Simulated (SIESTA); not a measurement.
The system is Ga3Sb.

```
Sb Ga
1.0
    -2.15880    2.15880    4.76048
     2.15880   -2.15880    4.76048
     2.15880    2.15880   -4.76048
Sb Ga
1 3
Cartesian
  0.0000 0.0000 0.0000
  0.0000 0.0000 4.7605
  2.1588 0.0000 2.3802
  0.0000 2.1588 2.3802
```

The cell comes from a database or a generator and needn't be the stable form of this composition.

| Item | Value |
| --- | --- |
| Program | SIESTA 5.4.2 |
| Task | single point |
| Functional | PBEsol |
| Potentials or basis | PseudoDojo 0.4 standard (PBEsol files) |
| Basis | DZP (energy shift 0.003 Ry; two zetas on semicore shells) |
| Grid cutoff | 800 Ry |
| Energy shift | 0.003 Ry |
| k mesh | 9 × 9 × 9 |
| Occupations | fermi-dirac, width 0.05 eV |
| Spin | no spin polarisation |

On this cell: pressure -3.1 GPa; largest force under 0.003 eV/Å; band gap on the k mesh none (metal or under the smearing width).

The same run follows on a disturbed copy (atoms moved at random, drawn with an rms of 0.05 Å):

```
CELL_PARAMETERS angstrom
-2.15880 2.15880 4.76048
2.15880 -2.15880 4.76048
2.15880 2.15880 -4.76048
ATOMIC_POSITIONS crystal
Sb 0.98988 0.98782 0.98848
Ga 0.50142 0.49933 0.00629
Ga 0.25441 0.74652 0.49721
Ga 0.75319 0.25337 0.50832
```

Question: What changes?

Answer: The energy (extrapolated to zero smearing) moves by +2.4 meV/atom; pressure -3.0 GPa; largest force 0.184 eV/Å; band gap on the k mesh none (metal or under the smearing width).

Forces in eV/Å, atoms in the order of the input:
```
Sb   0.088  0.083  0.139
Ga  -0.081 -0.076  0.062
Ga   0.056 -0.001 -0.114
Ga  -0.063 -0.007 -0.087
```

Stress tensor (GPa, compression positive):
```
-3.20  0.03  0.14
 0.03 -3.14 -0.03
 0.14 -0.03 -2.64
```

Caveats: the basis of atomic orbitals isn't converged, which shifts pressures, moduli and gaps.
